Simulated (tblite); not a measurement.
# C4H8GeS: the cost of one run

The runs use tblite 0.8.0 and PySCF 2.14.0, with density-fitted response routines of our own; the level of theory stands in each step. All values are computed, except where a source is named. Atoms are numbered from 0 throughout.

### 1 The molecule as given

14 atoms, charge 0, multiplicity 1; geometry from: force field or distance geometry start.

Bonds of the start (Å): C0–C1 1.47, C1–C2 1.21, C2–Ge3 1.89, Ge3–S4 2.22, S4–C5 1.79, C0–H6 1.12, C0–H7 1.10, C0–H8 1.11, Ge3–H9 1.54, Ge3–H10 1.53, C5–H11 1.11, C5–H12 1.12, C5–H13 1.12.

### 2 Relaxing the molecule with GFN2-xTB

What the job is given:

```
{"job": {"kind": "relax", "xc": "GFN2-xTB", "basis": "xTB"}, "charge": 0, "multiplicity": 1}
C     -3.358900     0.046800     0.941000
C     -2.121400     0.334700     0.193800
C     -1.082800     0.565100    -0.380600
Ge     0.511000     0.949700    -1.330700
S      2.112500     1.352400     0.151700
C      3.278400     0.006500     0.311900
H     -3.164600    -0.606600     1.831600
H     -4.083700    -0.509400     0.334500
H     -3.834300     1.004800     1.241600
H      0.252500     2.242200    -2.131100
H      0.874300    -0.161300    -2.322200
H      3.306000    -0.668500    -0.572800
H      2.988200    -0.618700     1.189700
H      4.322100     0.341800     0.519500
```

Launch:

```sh
> OMP_NUM_THREADS=1 python probes_run.py task.json out
```

The driver reads the jobs from task.json and runs them one after another.

Q: Estimate the wall time and peak memory of this first job on 1 thread of Arm Neoverse N1, shared host.

About 1.3 s, with a peak of 0.18 GiB.
